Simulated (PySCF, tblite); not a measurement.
**GeH6N2P radical: geometry, infrared bands and EPR parameters**

Wanted: the infrared bands and EPR parameters of GeH6N2P radical (`[NH2][GeH]([NH2])[PH]`), by calculation.

Programs: tblite 0.8.0 and PySCF 2.14.0, with density-fitted response routines of our own. Each step states its level of theory. These are calculated values for one molecule in the gas phase, unless marked as measured. Atoms count from 0, in the outputs and in this text.

### Step 1. The starting structure

10 atoms, charge 0, multiplicity 2; geometry from: force field or distance geometry start.

Bonds of the start (Å): N0–Ge1 1.86, Ge1–N2 1.87, Ge1–P3 2.24, N0–H4 1.04, N0–H5 1.04, Ge1–H6 1.54, N2–H7 1.04, N2–H8 1.05, P3–H9 1.42.

### Step 2. Optimising the geometry with GFN2-xTB

The job: settings as JSON, then the geometry in Å.

```
{"job": {"kind": "relax", "xc": "GFN2-xTB", "basis": "xTB"}, "charge": 0, "multiplicity": 2}
N     -1.404000    -0.559100     0.522900
Ge    -0.100600     0.010600    -0.679700
N      0.535100     1.684900    -0.158600
P      1.602900    -1.445700    -0.656500
H     -1.689300    -1.522800     0.241600
H     -0.959100    -0.642400     1.455600
H     -0.691800     0.088100    -2.101900
H      0.882700     1.600500     0.821800
H     -0.301900     2.314400    -0.124200
H      2.134800    -1.523800     0.656500
```

Launch:

```console
OMP_NUM_THREADS=1 python probes_run.py task.json out
```

This one command runs all jobs of the session in turn.

What it wrote:

```text
step      E/eV     max force
  0    -361.71735    1.676
  1    -361.83733    1.216
  2    -361.90327    0.740
  3    -361.96109    0.857
  4    -362.01473    1.016
  5    -362.04301    0.699
  6    -362.06127    0.295
  7    -362.06903    0.285
  8    -362.07449    0.310
  9    -362.08239    0.353
 10    -362.08921    0.250
 11    -362.09245    0.142
 12    -362.09379    0.112
 13    -362.09507    0.125
 14    -362.09642    0.145
 15    -362.09798    0.139
 16    -362.09939    0.106
 17    -362.10037    0.078
 18    -362.10099    0.069
 19    -362.10151    0.093
 20    -362.10218    0.107
 21    -362.10302    0.090
 22    -362.10381    0.081
 23    -362.10448    0.072
 24    -362.10520    0.117
 25    -362.10615    0.145
 26    -362.10727    0.128
 27    -362.10831    0.088
 28    -362.10914    0.070
 29    -362.10990    0.103
 30    -362.11068    0.113
 31    -362.11133    0.082
 32    -362.11181    0.064
 33    -362.11226    0.061
 34    -362.11287    0.098
 35    -362.11374    0.129
 36    -362.11465    0.109
 37    -362.11528    0.062
 38    -362.11564    0.052
 39    -362.11598    0.070
 40    -362.11640    0.093
 41    -362.11694    0.076
 42    -362.11771    0.077
 43    -362.11860    0.090
 44    -362.11945    0.103
 45    -362.12056    0.100
 46    -362.12135    0.055
 47    -362.12192    0.068
 48    -362.12236    0.074
 49    -362.12281    0.111
 50    -362.12342    0.091
 51    -362.12391    0.039
 52    -362.12412    0.033
 53    -362.12417    0.025
 54    -362.12432    0.025
 55    -362.12445    0.034
 56    -362.12459    0.026
 57    -362.12468    0.030
 58    -362.12474    0.026
 59    -362.12478    0.018
 60    -362.12484    0.024
 61    -362.12491    0.029
 62    -362.12503    0.039
 63    -362.12517    0.041
 64    -362.12527    0.026
 65    -362.12531    0.019
 66    -362.12534    0.018
 67    -362.12539    0.023
 68    -362.12547    0.035
 69    -362.12556    0.034
 70    -362.12562    0.017
 71    -362.12563    0.010
 72    -362.12564    0.011
 73    -362.12565    0.014
 74    -362.12567    0.012
 75    -362.12571    0.012
 76    -362.12573    0.007
```

It took 0.28 s on 1 thread of Arm Neoverse V2, shared host.

Relaxation path: (not every step is listed)

| step | energy from step 0 (eV) | largest force (eV/Å) |
| --- | --- | --- |
| 0 | 0.0000 | 1.6757 |
| 1 | -0.1200 | 1.2156 |
| 2 | -0.1859 | 0.7397 |
| 3 | -0.2437 | 0.8567 |
| 4 | -0.2974 | 1.0164 |
| 5 | -0.3257 | 0.6988 |
| 6 | -0.3439 | 0.2949 |
| 7 | -0.3517 | 0.2850 |
| 8 | -0.3571 | 0.3097 |
| 14 | -0.3791 | 0.1449 |
| 20 | -0.3848 | 0.1070 |
| 26 | -0.3899 | 0.1276 |
| 32 | -0.3945 | 0.0640 |
| 38 | -0.3983 | 0.0520 |
| 44 | -0.4021 | 0.1029 |
| 50 | -0.4061 | 0.0913 |
| 56 | -0.4072 | 0.0263 |
| 62 | -0.4077 | 0.0394 |
| 68 | -0.4081 | 0.0354 |
| 71 | -0.4083 | 0.0105 |
| 72 | -0.4083 | 0.0108 |
| 73 | -0.4083 | 0.0139 |
| 74 | -0.4083 | 0.0124 |
| 75 | -0.4084 | 0.0120 |
| 76 | -0.4084 | 0.0073 |

Close pairs (by a distance rule), those that changed most:

| bond | before (Å) | after (Å) | change (Å) |
| --- | --- | --- | --- |
| Ge1–P3 | 2.241 | 2.312 | +0.070 |
| Ge1–N2 | 1.865 | 1.824 | -0.041 |
| N2–H8 | 1.048 | 1.009 | -0.038 |
| N2–H7 | 1.044 | 1.010 | -0.034 |
| N0–H4 | 1.044 | 1.010 | -0.034 |
| Ge1–H6 | 1.542 | 1.511 | -0.031 |
| P3–H9 | 1.419 | 1.392 | -0.027 |
| N0–H5 | 1.037 | 1.012 | -0.025 |

The next job starts from the end point, and lists it.

### Step 3. Infrared spectrum with GFN2-xTB

The job: settings as JSON, then the geometry in Å.

```
{"job": {"kind": "ir", "xc": "GFN2-xTB", "basis": "xTB"}, "charge": 0, "multiplicity": 2}
N     -1.444372    -0.606772     0.471030
Ge    -0.034898    -0.101892    -0.620968
N      0.483457     1.578064    -0.134911
P      1.724381    -1.601175    -0.584561
H     -1.985761    -1.389691     0.132836
H     -1.214816    -0.792914     1.438580
H     -0.713606     0.058015    -1.961253
H      1.222188     1.673264     0.546736
H     -0.278990     2.180409     0.138567
H      2.251299    -0.992654     0.551417
```

What it wrote:

```text
mode    cm-1     km/mol
  1     -31.9     15.51
  2     116.5      2.38
  3     118.5     26.89
  4     146.9     23.87
  5     169.6      4.53
  6     204.2     30.91
  7     344.7      4.49
  8     498.3    162.78
  9     528.8    241.63
 10     572.4     32.23
 11     611.7    112.05
 12     633.3     31.45
 13     678.8    138.97
 14     736.7     50.90
 15     780.4    231.66
 16     802.0     51.38
 17    1495.2     22.47
 18    1508.1     25.10
 19    1902.8    419.33
 20    2260.5    163.89
 21    3414.2      5.50
 22    3430.2      4.38
 23    3449.2      2.43
 24    3459.9      1.87
```

Wall time 0.17 s (1 thread of Arm Neoverse V2, shared host).

Which atoms move in the most intense modes:

| cm⁻¹ | km/mol | atoms |
| --- | --- | --- |
| 498 | 162.8 | N2 36 %, H8 22 %, H7 17 %, N0 16 % |
| 529 | 241.6 | N0 57 %, Ge1 13 % |
| 612 | 112.0 | H6 43 %, H5 20 %, H7 10 % |
| 679 | 139.0 | H4 37 %, H6 26 % |
| 780 | 231.7 | H7 33 %, H8 26 %, H6 13 %, N2 10 % |
| 802 | 51.4 | H5 30 %, H6 27 %, H4 19 % |
| 1903 | 419.3 | H6 98 % |
| 2260 | 163.9 | H9 97 % |

### Step 4. g tensor and hyperfine couplings: B3LYP/def2-TZVP-core+pcH-1

Settings changed since step 3:

```diff
@@ -1,2 +1,2 @@
-{"job": {"kind": "ir", "xc": "GFN2-xTB", "basis": "xTB"}, "charge": 0, "multiplicity": 2}
+{"job": {"kind": "epr", "basis": "pcH-1"}, "charge": 0, "multiplicity": 2}
 N     -1.444372    -0.606772     0.471030
```

Method: UKS B3LYP, def2-TZVP-core on Ge, pcH-1 on H N P, non-relativistic, mean-field spin-orbit, GIAO.

What it wrote:

```text
UKS, coarse grid
  cycle   1  E = -2531.41234670  |g| = 1.39e+00
  cycle   2  E = -2531.13809006  |g| = 1.19e+00
  cycle   3  E = -2531.43301703  |g| = 5.48e-01
  cycle   4  E = -2531.54536652  |g| = 1.49e-01
  cycle   5  E = -2531.55108586  |g| = 4.80e-02
  cycle   6  E = -2531.55200027  |g| = 1.90e-02
  cycle   7  E = -2531.55215554  |g| = 3.35e-03
  cycle   8  E = -2531.55216521  |g| = 1.56e-03
  cycle   9  E = -2531.55216815  |g| = 7.65e-04
UKS, final grid
  cycle   1  E = -2531.55209818  |g| = 8.32e-04
  cycle   2  E = -2531.55209761  |g| = 1.56e-03
  cycle   3  E = -2531.55209865  |g| = 1.15e-04
  cycle   4  E = -2531.55209867  |g| = 1.01e-04
  cycle   5  E = -2531.55209868  |g| = 4.21e-05
  cycle   6  E = -2531.55209869  |g| = 1.34e-05
E = -2531.55209869 Eh   <S^2> = 0.7538 (exact 0.7500)
g shifts (ppm)      1          2          3
  rmc          -168       -168       -168
  gc              3         40         41
  oz_so          18       6246      16593
  total        -146       6118      16467
hyperfine (MHz)  atom isotope    a_iso     a_fc   dipolar eigenvalues
    0   14N       0.50       0.49     -3.43     -3.41      6.84
    1  73Ge      12.86      13.01     -0.91     -0.23      1.14
    2   14N       1.98       1.99     -0.37     -0.23      0.60
    3   31P     106.81     108.07   -315.39   -298.52    613.92
    4    1H      -3.94      -3.95     -5.06     -0.31      5.37
    5    1H      -4.03      -4.04     -5.16      0.29      4.87
    6    1H      -2.64      -2.64     -2.14     -1.24      3.38
    7    1H      -0.33      -0.32     -1.54     -1.40      2.94
    8    1H       2.17       2.17     -1.05     -0.83      1.88
    9    1H     -34.16     -34.36    -17.50      3.07     14.43
```

It took 96 s on 1 thread of Arm Neoverse V2, shared host; peak memory 0.9 GiB.

Principal g values 2.00217, 2.00844, 2.01879; g(iso) = 2.00980, against 2.00232 for a free electron.

Mean a(iso) over the nuclei that a row names, and the largest dipolar term of the row (other rows stand at the frozen geometry):

| nuclei | isotope | a(iso) (MHz) | a(iso) (G, at g = 2.0023) | largest dipolar term (MHz) |
| --- | --- | --- | --- | --- |
| P3 | 31P | 106.8 | 38.1 | 613.9 |
| H9 | 1H | -34.2 | -12.2 | -17.5 |
| Ge1 | 73Ge | 12.9 | 4.6 | 1.1 |
| H6 | 1H | -2.6 | -0.9 | 3.4 |
| H4, H5, H7, H8 | 1H | -1.5 | -0.5 | 5.4 |
| N0, N2 | 14N | 1.2 | 0.4 | 6.8 |

Mulliken spin populations:

| atom | value (e) |
| --- | --- |
| N0 | 0.06 |
| Ge1 | -0.02 |
| N2 | 0.00 |
| P3 | 0.99 |
| H4 | 0.00 |
| H5 | 0.00 |
| H6 | 0.00 |
| H7 | 0.00 |
| H8 | 0.00 |
| H9 | -0.03 |

In first order the couplings over 0.8 MHz of 31P, 1H, 14N give 200 distinct lines over 55.2 G, if the averaged nuclei exchange fast; the same motion can average rows kept apart here too.

The fields below are evaluated on a grid from the run's orbitals.

ELF in a plane through or near 4 of the atoms.

Values, 10 rows by 14 columns:
```
0.00 0.00 0.00 0.00 0.00 0.00 0.00 0.00 0.00 0.00 0.00 0.00 0.00 0.00
0.00 0.00 0.00 0.00 0.00 0.00 0.00 0.00 0.00 0.00 0.00 0.00 0.00 0.00
0.00 0.00 0.00 0.00 0.06 0.85 0.82 0.01 0.00 0.00 0.00 0.00 0.00 0.00
0.00 0.00 0.00 0.06 0.23 0.96 0.89 0.02 0.44 0.82 0.48 0.02 0.00 0.00
0.00 0.00 0.01 0.59 0.96 0.72 0.73 0.15 0.82 0.84 0.70 0.27 0.01 0.00
0.00 0.00 0.00 0.07 0.28 0.15 0.27 0.24 0.77 0.71 0.91 0.85 0.08 0.00
0.00 0.00 0.00 0.01 0.21 0.54 0.37 0.31 0.14 0.19 0.14 0.06 0.00 0.00
0.00 0.00 0.00 0.10 0.87 0.99 0.76 0.67 0.49 0.06 0.00 0.00 0.00 0.00
0.00 0.00 0.00 0.01 0.10 0.36 0.60 0.79 0.62 0.09 0.00 0.00 0.00 0.00
0.00 0.00 0.00 0.00 0.00 0.07 0.21 0.23 0.05 0.01 0.00 0.00 0.00 0.00
```
The map spans 10.1 Å across and 9.8 Å up, centred on the molecule. Atoms in the plane (x, y in Å): N0 (1.6, 0.3), H7 (-1.9, 0.7), H8 (-1.0, 2.0), H9 (-1.3, -2.1).

On the surface of density 0.002 e/bohr³ the electrostatic potential runs, from the 1st to the 99th percentile, from -1.46 V near N2 to 1.52 V near H5.

The spin density lies nearest to P3 79 %; H9 11 %.

### Step 5. Results

| quantity | value |
| --- | --- |
| strongest single infrared mode (GFN2-xTB) | 1903 cm⁻¹, 419 km/mol |
| zero-point energy (GFN2-xTB) | 39.8 kcal/mol |
| g(iso) (B3LYP) | 2.00980 |
| ⟨S²⟩ | 0.754 (exact 0.75) |
| largest a(iso) (averaged by class) | 31P on P3, 106.8 MHz |
| potential on the surface of density 0.002 e/bohr³, 1st and 99th percentile | -1.46 V and 1.52 V |

Relaxing lowered the energy by 0.408 eV in 76 steps; the close pair that moved most is Ge1–P3, from 2.241 to 2.312 Å. The lowest mode is imaginary (32i cm⁻¹), so the xTB geometry is not a minimum: the zero-point energy counts the real modes alone, and all values at this geometry belong to a saddle point. The strongest single mode, at 1903 cm⁻¹, moves mainly H6. Unscaled tight-binding wavenumbers are off by several per cent, some by more. Its intensities can rank the bands wrongly. P3 carries the largest spin population, 0.99 e. The isotropic g lies 7.5 ppt above the free-electron value. The hyperfine terms hold no scalar relativity, which the heavier nuclei need. These values are for one conformer; the search (at its own cheap level) found 1 more, at 0.24 kcal/mol, and measured spectra average over such forms.
